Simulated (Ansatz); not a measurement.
# NaTaO2: properties of a relaxed candidate

The task, for NaTaO2: see whether it has a gap, which orbitals make up the states near it and how charge is shared.

Computed with Ansatz 0.2.0 (DFT PBE, scalar-relativistic, plane waves, PAW, unless a step's input says otherwise).

1 further run of the same task is left out (set aside as unsound or not needed).

## Step 1: The starting structure

The structure is tetragonal, space group I4/mmm (No. 139). The conventional cell has a = 4.128 Å, b = 4.128 Å, c = 7.700 Å, α = 90.00°, β = 90.00°, γ = 90.00°. Around Na (site symmetry 4/mmm) lie 4 O at 2.06 Å. Around Ta (site symmetry 4/mmm) lie 4 O at 2.06 Å. O (site symmetry mmm) is surrounded by 2 Na at 2.06 Å and 2 Ta at 2.06 Å.

Structure file:

```xyz
4
Lattice="-2.0642 2.0642 3.8499 2.0642 -2.0642 3.8499 2.0642 2.0642 -3.8499" Properties=species:S:1:pos:R:3 pbc="T T T"
Na    0.0000    0.0000    0.0000
Ta    0.0000    0.0000    3.8499
O     0.0000    2.0642    0.0000
O     2.0642    0.0000    0.0000
```

The cell was relaxed beforehand at this level, from a generated guess; it is a trial structure. At a tolerance of 0.05 Å it has space group I4/mmm (No. 139); it has 16.40 Å³/atom, an uncorrected energy of -1.43 eV/atom over the elements.

## Step 2: Static run: bands, density of states and charges

Contents of input.yaml:

```yaml
crystal:
  lattice:
    - [-2.0641531839, 2.0641531839, 3.8499342069]
    - [2.0641531839, -2.0641531839, 3.8499342069]
    - [2.0641531839, 2.0641531839, -3.8499342069]
  atoms:
    - { symbol: Na, position: [0.0, 0.0, 0.0] }
    - { symbol: Ta, position: [0.5, 0.5, 0.0] }
    - { symbol: O, position: [0.5, 0.0, 0.5] }
    - { symbol: O, position: [0.0, 0.5, 0.5] }
basis:
  ecutwfc: 420
kpoints:
  mp_grid: { grid: [16, 16, 16] }
  band_path:
    path:
      - [[0.0, 0.0, 0.0], [0.0, 0.0, 0.5], [0.25, 0.25, 0.25], [0.0, 0.5, 0.0], [0.0, 0.0, 0.0], [0.5, 0.5, -0.5], [0.32186497, 0.67813503, -0.32186497]]
      - [[-0.32186497, 0.32186497, 0.32186497], [0.0, 0.0, 0.0]]
      - [[0.0, 0.0, 0.5], [-0.14372994, 0.14372994, 0.5]]
      - [[0.5, 0.5, -0.14372994], [0.5, 0.5, -0.5]]
    npoints: 14
hamiltonian:
  xc: pbe
scf:
  occupations: { method: gaussian, width: 0.1 }
  n_extra_bands: 10
output:
  forces: true
  stress: true
  eigenvalues: true
  populations: true
  dos: { projected: true, de: 0.02, nscf_kmesh: { grid: [20, 20, 20] } }
  bader: true
  write_density: true
  write_potential: true
  elf: true
  volumetric_format: npy
```

The run is started by

```sh
$ ansatz run input.yaml --threads 1 --pin off --max-ram 2560MiB --backend cpu --events-out ev --progress --plain --runs-dir out
```

What it wrote:

```text
Warning: RAYON_NUM_THREADS=1 ignored (pool sized by the plan → 1); use --threads N
scf.n_extra_bands = 10 over 17 filled bands (N_el = 34.0): the run solves 27 bands
Engine: ansatz 0.2.0, x86_64-unknown-linux-gnu
Pseudopotentials: kind: paw
Pseudopotential: Na, paw, valence charge 9, recommended cutoff 420 eV (normal), Na.paw.azcp
Pseudopotential: Ta, paw, valence charge 13, recommended cutoff 420 eV (normal), Ta.paw.azcp
Pseudopotential: O, paw, valence charge 6, recommended cutoff 420 eV (normal), O.paw.azcp
Functional definition: PBE
  parameter kappa = 0.804
  parameter beta = 0.06672455060314922
  exchange = pbe_x(kappa = kappa, mu = beta*pi^2/3)
  correlation = pbe_c(beta = beta)
Crystal: 4 atoms, lattice volume = 65.614 Å³
Basis set: ecut = 420 eV, 1257 PW (Γ), exchange–correlation on 72×72×72 points (8 copies of the dense FFT grid, shifted against one another)
Bands: 27, of which v1, the nominal top of the filled ones, is band 17 counted from 1 (16 counted from 0)
Symmetry: 16 space group operations
Space group: I4/mmm (ITA 139), of the structure as read, at distance tolerance 4.0e-5 Å
k-points: 349 of 4096
Non-local potential: Na, projectors of the file, l = 0: 3, l = 1: 2, l = 2: 1
Non-local potential: Ta, projectors of the file, l = 0: 3, l = 1: 2, l = 2: 2, l = 3: 1
Non-local potential: O, projectors of the file, l = 0: 2, l = 1: 2, l = 2: 1
PAW form: soft (Blöchl's): semilocal exchange-correlation on the pseudo side does not see the compensation charge
PAW one-centre angular grid: Na, 110 points (default); XC on 64 Gauss nodes
PAW one-centre angular grid: Ta, 590 points (default); XC on 64 Gauss nodes
PAW one-centre angular grid: O, 110 points (default); XC on 64 Gauss nodes
Initial density: superposition of atomic densities (neutral atoms: chi_scale 0, normalization atom), corrected by the library's trained network
Initial wavefunctions: pseudopotential atomic-orbital guess
Functional: x = pbe(κ = 0.804, μ = 0.2195149727645171), c = pbe(β = 0.06672455060314922)
SCF iter   1: F=—  HF=-12554.365626 eV  |F-HF|=—  |Δ(HF+E_count)|=         —  Δρ=1.00e-2  dr2=7.04e-2  ethr=1.77e-3  ⟨swp⟩=5.3  Hψ=44348  notcnv=0  defer=390
preconditioner: auto → LDOS  [metal: Δε(μ)=0.002 eV  Ē_g=13.623 eV  σ=0.100 eV  W_gap=0.01  n_scr=14 (ndim 8)  ℏωp=19.4 eV  f_vac=0.079  D(μ)=1.75/eV (n_scr^D=14)  β→1.0]
SCF iter   2: F=—  HF=-12554.348786 eV  |F-HF|=—  |Δ(HF+E_count)|=   1.68e-2  Δρ=5.28e-3  dr2=1.43e-2  ethr=2.07e-4  ⟨swp⟩=2.0  Hψ=18916  notcnv=0  defer=1326
SCF iter   3: F=—  HF=-12554.345714 eV  |F-HF|=—  |Δ(HF+E_count)|=   3.07e-3  Δρ=8.60e-4  dr2=9.03e-4  ethr=4.21e-5  ⟨swp⟩=2.1  Hψ=13266  notcnv=0  defer=1326
SCF iter   4: F=—  HF=-12554.345578 eV  |F-HF|=—  |Δ(HF+E_count)|=   1.35e-4  Δρ=2.44e-4  dr2=4.68e-5  ethr=2.65e-6  ⟨swp⟩=2.4  Hψ=11500  notcnv=0  defer=1326
SCF iter   5: F=—  HF=-12554.345585 eV  |F-HF|=—  |Δ(HF+E_count)|=   6.89e-6  Δρ=1.12e-4  dr2=5.24e-6  ethr=1.38e-7  ⟨swp⟩=2.0  Hψ=13631  notcnv=0  defer=1326
SCF iter   6: F=—  HF=-12554.345584 eV  |F-HF|=—  |Δ(HF+E_count)|=   1.23e-6  Δρ=4.83e-5  dr2=1.37e-6  ethr=1.54e-8  ⟨swp⟩=2.0  Hψ=13644  notcnv=0  defer=1325
SCF iter   7: F=—  HF=-12554.345584 eV  |F-HF|=—  |Δ(HF+E_count)|=   1.09e-7  Δρ=1.66e-5  dr2=1.13e-7  ethr=4.02e-9  ⟨swp⟩=2.0  Hψ=10716  notcnv=0  defer=1325
SCF iter   8: F=-12554.345584 eV  HF=-12554.345584 eV  |F-HF|=7.38e-9  |Δ(HF+E_count)|=   3.22e-8  Δρ=3.64e-6  dr2=4.75e-9  ethr=2.94e-10  ⟨swp⟩=12.7  Hψ=55246  notcnv=0
SCF 1 converged in 8 iterations: F = -12554.345584 eV  dr2 = 4.75e-9
NSCF: frozen V_eff on 130 k-points
NSCF: frozen V_eff on 641 k-points
SCF converged after 8 iterations
Free energy (F): -12554.345584 eV
Harris-Foulkes:  -12554.345584 eV  (|F-HF|=7.38e-9)
Internal energy: -12554.334476 eV  (E = F + TS)
E sigma→0 (E₀):  -12554.340030 eV
Entropy (-TS):   -0.011108 eV (-2.777 meV/atom)
Fermi energy:    7.787345 eV
--- Per-component energies (eV) ---
  E_band       = -473.966943
  E_kinetic    = 831.927606
  E_local      = -3327.084041  (includes V_loc(G=0)·N_el)
  E_nonlocal   = 225.862107
  E_hartree    = 1228.079830
  E_xc         = -402.722505
  E_vxc        = -439.338626  (∫ρ·V_xc dr)
  E_paw        = -8974.579139  (= ΣΔE_a)
  E_vpaw       = -221.500597  (= ΣTr[D̂ρ^β])
  E_aug_tail   = 0.005210  (compensation charges beyond the density's cutoff)
  E_ewald      = -2135.823544
  E_smearing   = -0.011108  (= −TS)
  E_closure    = -0.000000  (closes the sum)
  Σ components = -12554.345584   (vs F -12554.345584, Δ=0.00e0)
--- Forces (eV/Å), atoms counted from 1 ---
  atom   1  Na    -0.00000000     0.00000000    -0.00000000
  atom   2  Ta     0.00000000     0.00000000     0.00000000
  atom   3  O      0.00000000     0.00000000     0.00000000
  atom   4  O      0.00000000     0.00000000    -0.00000000
  max |Σ_I F_I| component: 1.59e-29 eV/Å
--- Stress (GPa, compression-positive) ---
        0.019413       0.000000      -0.000000
        0.000000       0.019413       0.000000
       -0.000000       0.000000       0.029409
  P = ⅓ Tr σ = 0.0227 GPa (0.227 kbar)
--- Band table (eV; the first three rows and the last of 349) ---
  k-point 0: bands = ["-61.9200", "-43.3137", "-28.5215", "-28.5215", "-28.0562", "-15.3392", "-15.3392", "-15.2530", "-12.1682", "-11.7244", "2.8285", "2.8285", "3.4834", "3.8411", "4.0376", "4.0376", "5.8650", "7.3095", "7.6117", "7.6117", "11.3329", "11.4916", "15.7387", "17.9340", "18.3820", "18.3820", "18.7930"]
  k-point 1: bands = ["-61.9200", "-43.3137", "-28.5238", "-28.5235", "-28.0561", "-15.3527", "-15.3477", "-15.2529", "-12.1130", "-11.6863", "2.7058", "2.7446", "3.4564", "3.7537", "3.8131", "3.9818", "5.9253", "7.5047", "7.6886", "7.7331", "11.5499", "11.6143", "15.4220", "17.8993", "18.2262", "18.7038", "18.8101"]
  k-point 2: bands = ["-61.9200", "-43.3136", "-28.5305", "-28.5297", "-28.0558", "-15.3872", "-15.3708", "-15.2526", "-11.9576", "-11.5779", "2.3661", "2.4662", "3.2772", "3.3833", "3.5299", "3.8982", "6.0843", "7.9082", "7.9901", "8.0551", "11.9256", "12.1384", "14.7518", "17.8226", "17.8953", "18.7492", "19.4889"]
  k-point 348: bands = ["-61.9200", "-43.3137", "-28.5221", "-28.5221", "-28.0592", "-15.3398", "-15.3398", "-15.2560", "-12.1250", "-11.7482", "2.5401", "2.7462", "2.7462", "4.0538", "4.0538", "4.1695", "7.3896", "8.1465", "8.1465", "8.2623", "10.5965", "11.3242", "12.8789", "15.9583", "16.2512", "16.2512", "18.3517"]
--- Löwdin populations: 4 sites ---
  site symbol       q [e]
     0     Na      8.3549
     1     Ta     11.9534
     2      O      6.7887
     3      O      6.7887
  spilling = 0.003363 (of n_electrons = 34.000000)
--- Bader charges: 4 sites ---
  site symbol  charge [e]  shift [e]
     0     Na      0.8242     0.0002
     1     Ta      1.7934     0.0021
     2      O     -1.3088     0.0012
     3      O     -1.3088     0.0012
  estimated error of the sums over rays = 5.4e-4 e
```

Wall time 2.6 min (1 thread of AMD EPYC 7R43 (Zen 3), shared host); peak memory 0.99 GiB.

By site:

```
atom  Löwdin electrons  Bader charge (e)  Bader volume (Å³)
 Na1              8.35             +0.82                7.4
 Ta2             11.95             +1.79               25.5
  O3              6.79             -1.31               16.3
  O4              6.79             -1.31               16.3
```

From bands.tsv, the levels nearest the Fermi level at the path's corners, in eV from the Fermi level:

```
point  band 14  band 15  band 16  band 17  band 18  band 19  band 20  band 21
    Γ    -3.95    -3.75    -3.75    -1.92    -0.48    -0.18    -0.18     3.55
    X    -5.44    -4.84    -3.54    -0.18     2.27     2.47     3.22     3.52
    P    -5.16    -5.16    -3.54    -0.26     2.34     2.34     3.21     3.93
    N    -4.77    -4.68    -4.30    -0.41     0.20     1.88     2.34     3.08
    Γ    -3.95    -3.75    -3.75    -1.92    -0.48    -0.18    -0.18     3.55
    M    -3.73    -3.73    -3.62    -0.40     0.36     0.36     0.47     2.81
    S    -4.62    -4.55    -4.11    -0.04     0.29     1.47     2.02     3.26
   S0    -4.62    -4.55    -4.11    -0.04     0.29     1.47     2.02     3.26
    Γ    -3.95    -3.75    -3.75    -1.92    -0.48    -0.18    -0.18     3.55
    X    -5.44    -4.84    -3.54    -0.18     2.27     2.47     3.22     3.52
    R    -5.41    -4.66    -3.68    -0.06     1.87     2.10     2.58     3.34
    G    -5.41    -4.66    -3.68    -0.06     1.87     2.10     2.58     3.34
    M    -3.73    -3.73    -3.62    -0.40     0.36     0.36     0.47     2.81
```

Counts of states by energy window (eV from the Fermi level), total and by projection:

| from | to | total | Na 3s | Ta 5d | O 2p |
| --- | --- | --- | --- | --- | --- |
| -8 | -7 | 1.44 | 0.00 | 0.28 | 1.01 |
| -7 | -6 | 1.53 | 0.02 | 0.30 | 1.12 |
| -6 | -5 | 3.76 | 0.03 | 0.63 | 2.98 |
| -5 | -4 | 3.90 | 0.04 | 0.35 | 3.44 |
| -4 | -3 | 1.35 | 0.00 | 0.02 | 1.31 |
| -3 | -2 | 0.00 | 0.00 | 0.00 | 0.00 |
| -2 | -1 | 0.30 | 0.06 | 0.15 | 0.01 |
| -1 | 0 | 1.71 | 0.08 | 1.15 | 0.05 |
| 0 | 1 | 2.28 | 0.01 | 2.02 | 0.16 |
| 1 | 2 | 2.15 | 0.03 | 1.61 | 0.44 |
| 2 | 3 | 1.63 | 0.06 | 1.06 | 0.38 |
| 3 | 4 | 1.81 | 0.58 | 0.38 | 0.11 |
| 4 | 5 | 1.18 | 0.11 | 0.55 | 0.07 |
| 5 | 6 | 0.91 | 0.06 | 0.28 | 0.07 |

A further 20 or so states lie below the table's range.

Axes a, b and c in the maps are those of this run's conventional cell (a, b, c = 4.128, 4.128, 7.700 Å).

Density in a lattice plane of the grid's cell (edges 4.13 and 7.70 Å, at 0.000 of the third edge), which holds Na and Ta and O.

Ten even steps from ' ' (0.02 e/Å³) to '@' (20.80 e/Å³):
```
==::      ..::..      ::
                        
                        
                        
                        
                        
                        
..                      
::..      ..::..      ..
..::..    ::--::    ..::
::..      ..::..      ..
..                      
                        
                        
                        
                        
                        
                        
==::      ..::..      ::
@@++      ::--::      ++
```
Columns run along the first of these edges and rows up along the second, over one cell in 12 and 20 even steps from the bottom left corner. Atoms in the plane (fractional): Na at (0.00, 0.00), Ta at (0.00, 0.50), O at (0.50, 0.50), O at (0.50, 0.00).

ELF in the same plane.

Ten even steps from '0' (0.01) to '9' (0.89):
```
562288798226
530168886103
000023432000
110000000001
984100000148
996200000269
873123432137
972158885127
575278787257
057287278275
575278787257
972158885127
873123432137
996200000269
984100000148
110000000001
000023432000
530168886103
562289788226
153297279235
```
Columns run along the first of these edges and rows up along the second, over one cell in 12 and 20 even steps from the bottom left corner. Atoms in the plane (fractional): Na at (0.00, 0.00), Ta at (0.00, 0.50), O at (0.50, 0.50), O at (0.50, 0.00).

Both are smooth fields of the valence electrons: close to the nuclei they are not physical.

Maxima of ELF outside the ion cores: 0.89 between the atoms, 1.7 Å from Ta; 0.84 in the shell around O, 0.6 Å from O.

## Step 3: Variant: mixing.algorithm msr1, mixing.beta 0.9

Contents of input.yaml:

```yaml
crystal:
  lattice:
    - [-2.0641531839, 2.0641531839, 3.8499342069]
    - [2.0641531839, -2.0641531839, 3.8499342069]
    - [2.0641531839, 2.0641531839, -3.8499342069]
  atoms:
    - { symbol: Na, position: [0.0, 0.0, 0.0] }
    - { symbol: Ta, position: [0.5, 0.5, 0.0] }
    - { symbol: O, position: [0.5, 0.0, 0.5] }
    - { symbol: O, position: [0.0, 0.5, 0.5] }
basis:
  ecutwfc: 420
kpoints:
  mp_grid: { grid: [16, 16, 16] }
hamiltonian:
  xc: pbe
scf:
  occupations: { method: gaussian, width: 0.1 }
  mixing: { algorithm: msr1, beta: 0.9 }
output:
  forces: true
  eigenvalues: true
  stress: true
```

The run is started by

```sh
$ ansatz run input.yaml --threads 1 --pin off --max-ram 2560MiB --backend cpu --events-out ev --progress --plain --runs-dir out
```

What it wrote, cut to the lines that bear on the results:

```text
Warning: RAYON_NUM_THREADS=1 ignored (pool sized by the plan → 1); use --threads N
[...]
[... 5 set-up lines as earlier in the session ...]
[...]
Crystal: 4 atoms, lattice volume = 65.614 Å³
Basis set: ecut = 420 eV, 1257 PW (Γ), exchange–correlation on 72×72×72 points (8 copies of the dense FFT grid, shifted against one another)
Bands: 21, of which v1, the nominal top of the filled ones, is band 17 counted from 1 (16 counted from 0)
[... 2 set-up lines as earlier in the session ...]
k-points: 349 of 4096
[...]
the search or the solves at the SCF's close seem to have found levels that the self-consistency loop had missed (the run counts 1). By its estimate they hold under 1e-12 electrons; where the run keeps them, the occupations were computed again with them
[...]
SCF converged after 7 iterations
Free energy (F): -12554.345584 eV
[...]
E sigma→0 (E₀):  -12554.340030 eV
Entropy (-TS):   -0.011108 eV (-2.777 meV/atom)
Fermi energy:    7.787428 eV
[...]
--- Forces (eV/Å), atoms counted from 1 ---
  atom   1  Na    -0.00000000     0.00000000     0.00000000
  atom   2  Ta     0.00000000     0.00000000     0.00000000
  atom   3  O      0.00000000     0.00000000    -0.00000000
  atom   4  O      0.00000000    -0.00000000    -0.00000000
[...]
--- Stress (GPa, compression-positive) ---
        0.018537       0.000000       0.000000
        0.000000       0.018537      -0.000000
       -0.000000       0.000000       0.029278
  P = ⅓ Tr σ = 0.0221 GPa (0.221 kbar)
--- Band table (eV; the first three rows and the last of 349) ---
[... band rows left out ...]
[...]
```

Wall time 44 s (1 thread of AMD EPYC 7R43 (Zen 3), shared host); peak memory 0.68 GiB.

```
    run     ending  energy change  pressure (GPa)  gap (eV)  force (eV/Å)  cycles     time
 step 2  converged              0             0.0      0.00          0.00       8  2.6 min
variant  converged   0.0 meV/atom             0.0      0.00          0.00       7     44 s
```

The changed mixing doesn't alter the result here (within 0.5 meV/atom).

## Step 4: Results

```
                 quantity                          value
                      gap                   none (metal)
states at the Fermi level           1.98 per eV per cell
            Bader charges  Na +0.82, Ta +1.79, O -1.31 e
```

**Reading.** There is no gap at this level. Of the projected weight within 0.25 eV of the Fermi level, the largest part is Ta 5d (84 %). Charge transfer between the atoms is strong (Bader charges up to 1.8 e). Spin-orbit coupling is left out, which matters for the bands of Ta.
